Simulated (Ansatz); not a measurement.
# H10O2Si4: levels of theory, part 2 of 2

Aim: for H10O2Si4, compare levels of theory; the runs are relaxing the atoms and phonons.

Ansatz 0.2.0; DFT PBE, Gaussian basis def2-SVP, and further levels as typed in the inputs. The steps go on from the part before.

## (4) Relaxing the atoms: PBE, Gaussian basis def2-TZVP

It takes the final geometry of step 2.

input.yaml

```yaml
crystal:
  periodic: [false, false, false]
  atoms:
    - { symbol: Si, position_ang: [0.13712179, 0.32400393, -0.84335806] }
    - { symbol: Si, position_ang: [-0.3817795, 2.54915152, -0.26360363] }
    - { symbol: O, position_ang: [1.41993812, -0.12431435, 0.13468463] }
    - { symbol: Si, position_ang: [2.58118213, -1.32090284, 0.33691135] }
    - { symbol: O, position_ang: [-1.17477637, -0.6853205, -0.59710675] }
    - { symbol: Si, position_ang: [-2.33958626, -1.14276082, 0.52052057] }
    - { symbol: H, position_ang: [0.52378675, 0.14531999, -2.2857153] }
    - { symbol: H, position_ang: [-0.71441408, 2.6411564, 1.20216061] }
    - { symbol: H, position_ang: [-1.56362877, 3.04346013, -1.05622004] }
    - { symbol: H, position_ang: [0.79509752, 3.44427572, -0.54912728] }
    - { symbol: H, position_ang: [2.97853827, -1.90237557, -0.99473835] }
    - { symbol: H, position_ang: [2.04425627, -2.41785949, 1.21453991] }
    - { symbol: H, position_ang: [3.78033368, -0.70147696, 0.99297874] }
    - { symbol: H, position_ang: [-2.83100872, 0.0552317, 1.29056766] }
    - { symbol: H, position_ang: [-1.77075809, -2.14750129, 1.48431133] }
    - { symbol: H, position_ang: [-3.48430373, -1.76008757, -0.22775739] }
basis:
  gaussian: { orbitals: def2-TZVP }
hamiltonian:
  xc: pbe
relax:
  f_tol: 0.003
  max_steps: 100
```

Started as:

```sh
ansatz run input.yaml --threads 4 --pin off --max-ram 10240MiB --backend cpu --events-out ev --progress --plain --runs-dir out
```

Log (excerpt; [...] marks lines left out):

```text
Warning: RAYON_NUM_THREADS=4 ignored (pool sized by the plan → 4); use --threads N
[...]
Functional definition: PBE
[...]
1750 factors; their error is unknown
[...]
mean field -35753.27013447 eV, -1313.9084430049 hartree, gradient 7.8e-5 eV, S^2 0.000000; 0 other end points of the search recorded, 0 dependent functions left out
[...]
reference -35753.27019893 eV, -1313.9084453736 hartree; 41, 41 occupied and 229, 229 virtual orbitals, 1750 factors
relax step   1: F+E_penalty+E_count = -35753.27013447 eV  Δ(F+E_penalty+E_count) = +0.000e0 eV  max|allowed force component| = 4.970e-1 eV/Å  Δτ_max = 0.0000 Å  (29 SCF iters, accepted)
[...]
relax step   7: F+E_penalty+E_count = -35753.30617096 eV  Δ(F+E_penalty+E_count) = -2.480e-4 eV  max|allowed force component| = 4.180e-3 eV/Å  Δτ_max = 0.0130 Å  (31 SCF iters, accepted)
[...]
Atom 6 at     0.525355     0.094279    -2.212824 Å, force     0.000179     0.000156    -0.000969 eV/Å
Atom 7 at    -0.694402     2.660790     1.213248 Å, force    -0.000025    -0.000079     0.000451 eV/Å
Atom 8 at    -1.532357     3.008086    -1.043517 Å, force     0.000141     0.000563     0.000328 eV/Å
Atom 9 at     0.816207     3.388592    -0.549534 Å, force    -0.000373     0.000599     0.000045 eV/Å
Atom 10 at     2.953789    -1.853067    -1.028906 Å, force     0.000216    -0.000323    -0.000079 eV/Å
Atom 11 at     2.176520    -2.408465     1.217080 Å, force    -0.000324    -0.001059     0.000955 eV/Å
Atom 12 at     3.799769    -0.615001     0.901147 Å, force     0.001092     0.000583     0.000620 eV/Å
Atom 13 at    -2.887867     0.078847     1.231793 Å, force    -0.000231     0.000640     0.000374 eV/Å
Atom 14 at    -1.867976    -2.120855     1.491573 Å, force    -0.000098     0.000235    -0.000018 eV/Å
Atom 15 at    -3.490200    -1.733432    -0.291284 Å, force    -0.000405    -0.000059    -0.000157 eV/Å
Dipole moment:     0.007307    -0.048090     0.025522 e Å
```

Run time: 99 s. Hardware: 4 threads of Arm Neoverse V2, shared host; peak memory 0.45 GiB.

Step by step:

```
step  energy from step 1 (eV)  largest force component (eV/Å)
   1                   0.0000                          0.4970
   2                  -0.0265                          0.3479
   3                  -0.0353                          0.0367
   4                  -0.0355                          0.0383
   5                  -0.0358                          0.0201
   6                  -0.0189                          0.3772
   7                  -0.0360                          0.0042
   8                  -0.0361                          0.0056
   9                  -0.0361                          0.0052
  10                  -0.0362                          0.0094
  11                  -0.0362                          0.0149
  12                  -0.0363                          0.0194
  13                  -0.0363                          0.0249
  14                  -0.0363                          0.0208
  15                  -0.0364                          0.0157
  16                  -0.0364                          0.0049
  17                  -0.0364                          0.0021
  18                  -0.0364                          0.0044
  19                  -0.0364                          0.0042
  20                  -0.0364                          0.0039
  21                  -0.0364                          0.0022
  22                  -0.0364                          0.0036
  23                  -0.0364                          0.0036
  24                  -0.0364                          0.0032
  25                  -0.0364                          0.0016
```

Step 1 is the start. Step 6 was tried and not accepted.

Before: Bond lengths (14 of 15 bonds, heavy atoms first): Si1–Si2 2.357 Å, Si1–O3 1.674 Å, O3–Si4 1.680 Å, Si1–O5 1.673 Å, O5–Si6 1.678 Å, Si1–H7 1.504 Å, Si2–H8 1.506 Å, Si2–H9 1.506 Å, Si2–H10 1.506 Å, Si4–H11 1.506 Å, Si4–H12 1.504 Å, Si4–H13 1.501 Å, Si6–H14 1.507 Å, Si6–H15 1.504 Å. Angles (14 of 26 angles, heavy atoms first): Si2–Si1–O3 106.1°, Si2–Si1–O5 111.1°, O3–Si1–O5 110.7°, Si1–O3–Si4 142.3°, Si1–O5–Si6 143.8°, Si1–Si2–H8 110.2°, Si1–Si2–H9 110.7°, Si1–Si2–H10 110.0°, Si2–Si1–H7 113.9°, O3–Si1–H7 109.4°, O5–Si1–H7 105.7°, O3–Si4–H11 110.5°, O3–Si4–H12 110.1°, O3–Si4–H13 108.1°.

After: Bond lengths (14 of 15 bonds, heavy atoms first): Si1–Si2 2.357 Å, Si1–O3 1.652 Å, O3–Si4 1.658 Å, Si1–O5 1.651 Å, O5–Si6 1.656 Å, Si1–H7 1.497 Å, Si2–H8 1.497 Å, Si2–H9 1.498 Å, Si2–H10 1.497 Å, Si4–H11 1.496 Å, Si4–H12 1.494 Å, Si4–H13 1.492 Å, Si6–H14 1.497 Å, Si6–H15 1.494 Å. Angles (14 of 26 angles, heavy atoms first): Si2–Si1–O3 107.1°, Si2–Si1–O5 111.5°, O3–Si1–O5 110.7°, Si1–O3–Si4 142.8°, Si1–O5–Si6 145.0°, Si1–Si2–H8 110.9°, Si1–Si2–H9 110.4°, Si1–Si2–H10 109.7°, Si2–Si1–H7 113.2°, O3–Si1–H7 108.8°, O5–Si1–H7 105.6°, O3–Si4–H11 110.3°, O3–Si4–H12 109.6°, O3–Si4–H13 108.2°.

## (5) Phonons

It takes the final geometry of step 4.

input.yaml

```yaml
crystal:
  periodic: [false, false, false]
  atoms:
    - { symbol: Si, position_ang: [0.13014504, 0.28231788, -0.78151569] }
    - { symbol: Si, position_ang: [-0.36526379, 2.52216759, -0.24065574] }
    - { symbol: O, position_ang: [1.38778797, -0.18264419, 0.18349494] }
    - { symbol: Si, position_ang: [2.60804841, -1.29695283, 0.31667839] }
    - { symbol: O, position_ang: [-1.17717778, -0.69855701, -0.54983018] }
    - { symbol: Si, position_ang: [-2.38237875, -1.12610441, 0.50209993] }
    - { symbol: H, position_ang: [0.52535467, 0.09427882, -2.21282407] }
    - { symbol: H, position_ang: [-0.69440181, 2.66079013, 1.21324821] }
    - { symbol: H, position_ang: [-1.53235697, 3.00808596, -1.0435169] }
    - { symbol: H, position_ang: [0.81620729, 3.38859232, -0.54953434] }
    - { symbol: H, position_ang: [2.95378872, -1.85306744, -1.0289058] }
    - { symbol: H, position_ang: [2.17652021, -2.40846515, 1.21708024] }
    - { symbol: H, position_ang: [3.79976916, -0.61500137, 0.90114696] }
    - { symbol: H, position_ang: [-2.88786722, 0.07884729, 1.23179338] }
    - { symbol: H, position_ang: [-1.8679757, -2.12085529, 1.49157261] }
    - { symbol: H, position_ang: [-3.49020045, -1.73343231, -0.29128392] }
basis:
  gaussian: { orbitals: def2-TZVP }
hamiltonian:
  xc: pbe
phonons:
  displaced_sites: [0, 1, 2, 4, 6]
```

Started as:

```sh
ansatz run input.yaml --threads 4 --pin off --max-ram 10240MiB --backend cpu --events-out ev --progress --plain --runs-dir out
```

Log (excerpt; [...] marks lines left out):

```text
Warning: RAYON_NUM_THREADS=4 ignored (pool sized by the plan → 4); use --threads N
[...]
[... 1 set-up line as earlier in the session ...]
[...]
1750 factors; their error is unknown
[...]
mean field -35753.30649240 eV, -1313.9097791343 hartree, gradient 6.3e-5 eV, S^2 0.000000; 0 other end points of the search recorded, 0 dependent functions left out
[...]
reference -35753.30655640 eV, -1313.9097814860 hartree; 41, 41 occupied and 229, 229 virtual orbitals, 1750 factors
[...]
1750 factors; their error is unknown
mean field -35753.30637649 eV, -1313.9097748747 hartree, gradient 1.3e-6 eV, S^2 0.000000; 0 other end points of the search recorded, 0 dependent functions left out
[...]
reference -35753.30644049 eV, -1313.9097772264 hartree; 41, 41 occupied and 229, 229 virtual orbitals, 1750 factors
[...]
1750 factors; their error is unknown
[...]
Atom 7 at    -0.694402     2.660790     1.213248 Å, force    -0.000049    -0.000189     0.000457 eV/Å
Atom 8 at    -1.532357     3.008086    -1.043517 Å, force     0.000149     0.000497     0.000297 eV/Å
Atom 9 at     0.816207     3.388592    -0.549534 Å, force    -0.000373     0.000637     0.000066 eV/Å
Atom 10 at     2.953789    -1.853067    -1.028906 Å, force     0.000244    -0.000315    -0.000094 eV/Å
Atom 11 at     2.176520    -2.408465     1.217080 Å, force    -0.000255    -0.001087     0.000979 eV/Å
Atom 12 at     3.799769    -0.615001     0.901147 Å, force     0.001101     0.000578     0.000621 eV/Å
Atom 13 at    -2.887867     0.078847     1.231793 Å, force    -0.000275     0.000655     0.000397 eV/Å
Atom 14 at    -1.867976    -2.120855     1.491573 Å, force    -0.000085     0.000277    -0.000067 eV/Å
Atom 15 at    -3.490200    -1.733432    -0.291284 Å, force    -0.000409    -0.000041    -0.000175 eV/Å
Dipole moment:     0.007313    -0.048097     0.025529 e Å
Vibrations: 165.17 177.64 211.66 290.29 332.93 419.06 475.91 499.94 519.19 521.89 795.41 815.59 997.65 1010.96 2142.77 cm⁻¹, zero-point energy 0.581242 eV
```

It took 73 s on 4 threads of Arm Neoverse V2, shared host; peak memory 0.44 GiB.

## (6) Relaxing the atoms: B3LYP, Gaussian basis def2-TZVP

It takes the final geometry of step 2.

input.yaml

```yaml
crystal:
  periodic: [false, false, false]
  atoms:
    - { symbol: Si, position_ang: [0.13712179, 0.32400393, -0.84335806] }
    - { symbol: Si, position_ang: [-0.3817795, 2.54915152, -0.26360363] }
    - { symbol: O, position_ang: [1.41993812, -0.12431435, 0.13468463] }
    - { symbol: Si, position_ang: [2.58118213, -1.32090284, 0.33691135] }
    - { symbol: O, position_ang: [-1.17477637, -0.6853205, -0.59710675] }
    - { symbol: Si, position_ang: [-2.33958626, -1.14276082, 0.52052057] }
    - { symbol: H, position_ang: [0.52378675, 0.14531999, -2.2857153] }
    - { symbol: H, position_ang: [-0.71441408, 2.6411564, 1.20216061] }
    - { symbol: H, position_ang: [-1.56362877, 3.04346013, -1.05622004] }
    - { symbol: H, position_ang: [0.79509752, 3.44427572, -0.54912728] }
    - { symbol: H, position_ang: [2.97853827, -1.90237557, -0.99473835] }
    - { symbol: H, position_ang: [2.04425627, -2.41785949, 1.21453991] }
    - { symbol: H, position_ang: [3.78033368, -0.70147696, 0.99297874] }
    - { symbol: H, position_ang: [-2.83100872, 0.0552317, 1.29056766] }
    - { symbol: H, position_ang: [-1.77075809, -2.14750129, 1.48431133] }
    - { symbol: H, position_ang: [-3.48430373, -1.76008757, -0.22775739] }
basis:
  gaussian: { orbitals: def2-TZVP }
hamiltonian:
  xc: b3lyp
relax:
  f_tol: 0.003
  max_steps: 100
```

Started as:

```sh
ansatz run input.yaml --threads 4 --pin off --max-ram 10240MiB --backend cpu --events-out ev --progress --plain --runs-dir out
```

Log (excerpt; [...] marks lines left out):

```text
Warning: RAYON_NUM_THREADS=4 ignored (pool sized by the plan → 4); use --threads N
[...]
Functional definition: B3LYP
[...]
1786 factors; their error is unknown
[...]
mean field -35777.33680893 eV, -1314.7928769784 hartree, gradient 1.9e-5 eV, S^2 0.000000; 0 other end points of the search recorded, 0 dependent functions left out
[...]
reference -35777.33719960 eV, -1314.7928913350 hartree; 41, 41 occupied and 229, 229 virtual orbitals, 1786 factors
relax step   1: F+E_penalty+E_count = -35777.33680893 eV  Δ(F+E_penalty+E_count) = +0.000e0 eV  max|allowed force component| = 7.528e-1 eV/Å  Δτ_max = 0.0000 Å  (27 SCF iters, accepted)
[...]
relax step   7: F+E_penalty+E_count = -35777.46606050 eV  Δ(F+E_penalty+E_count) = -3.100e-3 eV  max|allowed force component| = 2.363e-2 eV/Å  Δτ_max = 0.0464 Å  (29 SCF iters, accepted)
[...]
Atom 6 at     0.365452     0.075983    -2.211346 Å, force    -0.000063     0.000307     0.000609 eV/Å
Atom 7 at    -0.533854     2.743632     1.191369 Å, force     0.000057    -0.000796    -0.000254 eV/Å
Atom 8 at    -1.415880     3.107472    -1.021698 Å, force     0.000538    -0.000963     0.000052 eV/Å
Atom 9 at     0.944180     3.353823    -0.613393 Å, force    -0.000330    -0.000727     0.000076 eV/Å
Atom 10 at     3.006127    -1.881033    -0.962423 Å, force    -0.000226    -0.000007     0.000168 eV/Å
Atom 11 at     2.243789    -2.312743     1.290196 Å, force    -0.000048     0.000016    -0.000049 eV/Å
Atom 12 at     3.758956    -0.480803     0.859993 Å, force    -0.000112    -0.000191    -0.000226 eV/Å
Atom 13 at    -3.062569    -0.136414     1.329945 Å, force     0.000051     0.000078     0.000298 eV/Å
Atom 14 at    -1.898920    -2.251356     1.397986 Å, force     0.000076    -0.000286     0.000011 eV/Å
Atom 15 at    -3.478883    -1.797979    -0.374913 Å, force     0.000268    -0.000205     0.000001 eV/Å
Dipole moment:     0.014020    -0.063947     0.015376 e Å
```

It took 3.2 min on 4 threads of Arm Neoverse V2, shared host; peak memory 1.1 GiB.

Relaxation path:

```
step  energy from step 1 (eV)  largest force component (eV/Å)
   1                   0.0000                          0.7528
   2                  -0.0911                          0.5276
   3                  -0.1140                          0.1067
   4                  -0.1206                          0.0646
   5                  -0.1240                          0.0903
   6                  -0.1262                          0.0832
   7                  -0.1293                          0.0236
   8                  -0.1297                          0.0072
   9                  -0.1300                          0.0178
  10                  -0.1300                          0.0373
  11                  -0.1301                          0.0079
  12                  -0.1301                          0.0056
  13                  -0.1301                          0.0065
  14                  -0.1301                          0.0069
  15                  -0.1301                          0.0087
  16                  -0.1302                          0.0077
  17                  -0.1302                          0.0088
  18                  -0.1302                          0.0082
  19                  -0.1302                          0.0118
  20                  -0.1303                          0.0071
  21                  -0.1303                          0.0117
  22                  -0.1303                          0.0111
  23                  -0.1303                          0.0095
  24                  -0.1303                          0.0066
  25                  -0.1303                          0.0046
  26                  -0.1303                          0.0030
  27                  -0.1303                          0.0026
```

Step 1 is the start. Step 10 was tried and not accepted.

Before: Bond lengths (14 of 15 bonds, heavy atoms first): Si1–Si2 2.357 Å, Si1–O3 1.674 Å, O3–Si4 1.680 Å, Si1–O5 1.673 Å, O5–Si6 1.678 Å, Si1–H7 1.504 Å, Si2–H8 1.506 Å, Si2–H9 1.506 Å, Si2–H10 1.506 Å, Si4–H11 1.506 Å, Si4–H12 1.504 Å, Si4–H13 1.501 Å, Si6–H14 1.507 Å, Si6–H15 1.504 Å. Angles (14 of 26 angles, heavy atoms first): Si2–Si1–O3 106.1°, Si2–Si1–O5 111.1°, O3–Si1–O5 110.7°, Si1–O3–Si4 142.3°, Si1–O5–Si6 143.8°, Si1–Si2–H8 110.2°, Si1–Si2–H9 110.7°, Si1–Si2–H10 110.0°, Si2–Si1–H7 113.9°, O3–Si1–H7 109.4°, O5–Si1–H7 105.7°, O3–Si4–H11 110.5°, O3–Si4–H12 110.1°, O3–Si4–H13 108.1°.

After: Bond lengths (14 of 15 bonds, heavy atoms first): Si1–Si2 2.354 Å, Si1–O3 1.637 Å, O3–Si4 1.641 Å, Si1–O5 1.634 Å, O5–Si6 1.638 Å, Si1–H7 1.483 Å, Si2–H8 1.484 Å, Si2–H9 1.485 Å, Si2–H10 1.484 Å, Si4–H11 1.482 Å, Si4–H12 1.480 Å, Si4–H13 1.479 Å, Si6–H14 1.482 Å, Si6–H15 1.481 Å. Angles (14 of 26 angles, heavy atoms first): Si2–Si1–O3 108.0°, Si2–Si1–O5 110.8°, O3–Si1–O5 110.3°, Si1–O3–Si4 151.3°, Si1–O5–Si6 156.7°, Si1–Si2–H8 110.8°, Si1–Si2–H9 110.5°, Si1–Si2–H10 110.0°, Si2–Si1–H7 112.6°, O3–Si1–H7 108.6°, O5–Si1–H7 106.5°, O3–Si4–H11 110.3°, O3–Si4–H12 109.6°, O3–Si4–H13 108.7°.

## (7) Phonons

It takes the final geometry of step 6.

input.yaml

```yaml
crystal:
  periodic: [false, false, false]
  atoms:
    - { symbol: Si, position_ang: [0.07502152, 0.29557971, -0.77368119] }
    - { symbol: Si, position_ang: [-0.26338071, 2.56720908, -0.25741829] }
    - { symbol: O, position_ang: [1.34976501, -0.23902027, 0.10282054] }
    - { symbol: Si, position_ang: [2.61863297, -1.25565959, 0.32433287] }
    - { symbol: O, position_ang: [-1.25844719, -0.58319603, -0.42935115] }
    - { symbol: Si, position_ang: [-2.44999047, -1.20549358, 0.50663171] }
    - { symbol: H, position_ang: [0.36545173, 0.07598303, -2.21134627] }
    - { symbol: H, position_ang: [-0.5338538, 2.74363152, 1.19136899] }
    - { symbol: H, position_ang: [-1.41588009, 3.10747234, -1.02169831] }
    - { symbol: H, position_ang: [0.94417983, 3.35382325, -0.61339333] }
    - { symbol: H, position_ang: [3.00612715, -1.881033, -0.96242288] }
    - { symbol: H, position_ang: [2.24378927, -2.31274333, 1.2901955] }
    - { symbol: H, position_ang: [3.75895597, -0.48080349, 0.85999276] }
    - { symbol: H, position_ang: [-3.06256853, -0.13641444, 1.32994493] }
    - { symbol: H, position_ang: [-1.89892031, -2.25135622, 1.39798562] }
    - { symbol: H, position_ang: [-3.47888334, -1.79797897, -0.3749135] }
basis:
  gaussian: { orbitals: def2-TZVP }
hamiltonian:
  xc: b3lyp
phonons:
  displaced_sites: [0, 1, 2, 4, 6]
```

Started as:

```sh
ansatz run input.yaml --threads 4 --pin off --max-ram 10240MiB --backend cpu --events-out ev --progress --plain --runs-dir out
```

Log (excerpt; [...] marks lines left out):

```text
Warning: RAYON_NUM_THREADS=4 ignored (pool sized by the plan → 4); use --threads N
[...]
[... 1 set-up line as earlier in the session ...]
[...]
1786 factors; their error is unknown
[...]
mean field -35777.46712463 eV, -1314.7976659919 hartree, gradient 8.1e-5 eV, S^2 0.000000; 0 other end points of the search recorded, 0 dependent functions left out
[...]
reference -35777.46751378 eV, -1314.7976802930 hartree; 41, 41 occupied and 229, 229 virtual orbitals, 1786 factors
[...]
1786 factors; their error is unknown
mean field -35777.46699542 eV, -1314.7976612437 hartree, gradient 1.6e-6 eV, S^2 0.000000; 0 other end points of the search recorded, 0 dependent functions left out
[...]
reference -35777.46738458 eV, -1314.7976755451 hartree; 41, 41 occupied and 229, 229 virtual orbitals, 1786 factors
[...]
1786 factors; their error is unknown
[...]
Atom 7 at    -0.533854     2.743632     1.191369 Å, force     0.000057    -0.000749    -0.000274 eV/Å
Atom 8 at    -1.415880     3.107472    -1.021698 Å, force     0.000492    -0.001016     0.000081 eV/Å
Atom 9 at     0.944180     3.353823    -0.613393 Å, force    -0.000305    -0.000771     0.000094 eV/Å
Atom 10 at     3.006127    -1.881033    -0.962423 Å, force    -0.000201     0.000035     0.000141 eV/Å
Atom 11 at     2.243789    -2.312743     1.290196 Å, force    -0.000041    -0.000057    -0.000035 eV/Å
Atom 12 at     3.758956    -0.480803     0.859993 Å, force    -0.000098    -0.000176    -0.000229 eV/Å
Atom 13 at    -3.062569    -0.136414     1.329945 Å, force     0.000077     0.000053     0.000295 eV/Å
Atom 14 at    -1.898920    -2.251356     1.397986 Å, force    -0.000222    -0.000392    -0.000037 eV/Å
Atom 15 at    -3.478883    -1.797979    -0.374914 Å, force     0.000234    -0.000185     0.000029 eV/Å
Dipole moment:     0.014014    -0.063966     0.015369 e Å
Vibrations: 173.37 187.26 216.12 300.24 324.91 413.91 474.54 515.41 527.74 536.08 838.05 855.55 1053.54 1073.47 2204.90 cm⁻¹, zero-point energy 0.601019 eV
```

Wall time 2.7 min (4 threads of Arm Neoverse V2, shared host); peak memory 1 GiB.

## (8) Summary of results

What follows sums up all 2 parts.

| step | level | energy above the lowest (eV) | charge | 2S+1 typed | ⟨S²⟩ | dipole (D) | time |
| --- | --- | --- | --- | --- | --- | --- | --- |
| 2 | PBE, Gaussian basis def2-SVP | 0.000 | 0 | 1 | 0.00 | 0.39 | 86 s |
| 3 | PBE, Gaussian basis def2-SVP | 0.000 | 0 | 1 | 0.00 | 0.39 | 38 s |
| 4 | PBE, Gaussian basis def2-TZVP | 0.000 | 0 | 1 | 0.00 | 0.26 | 99 s |
| 5 | PBE, Gaussian basis def2-TZVP | 0.000 | 0 | 1 | 0.00 | 0.26 | 73 s |
| 6 | B3LYP, Gaussian basis def2-TZVP | 0.000 | 0 | 1 | 0.00 | 0.32 | 3.2 min |
| 7 | B3LYP, Gaussian basis def2-TZVP | 0.000 | 0 | 1 | 0.00 | 0.32 | 2.7 min |

Energies compare only among runs of one formula, size, charge, level and basis; each such set counts from its lowest member.

**Reading.** The rows set the runs side by side; convergence of the settings was not tested in this session.
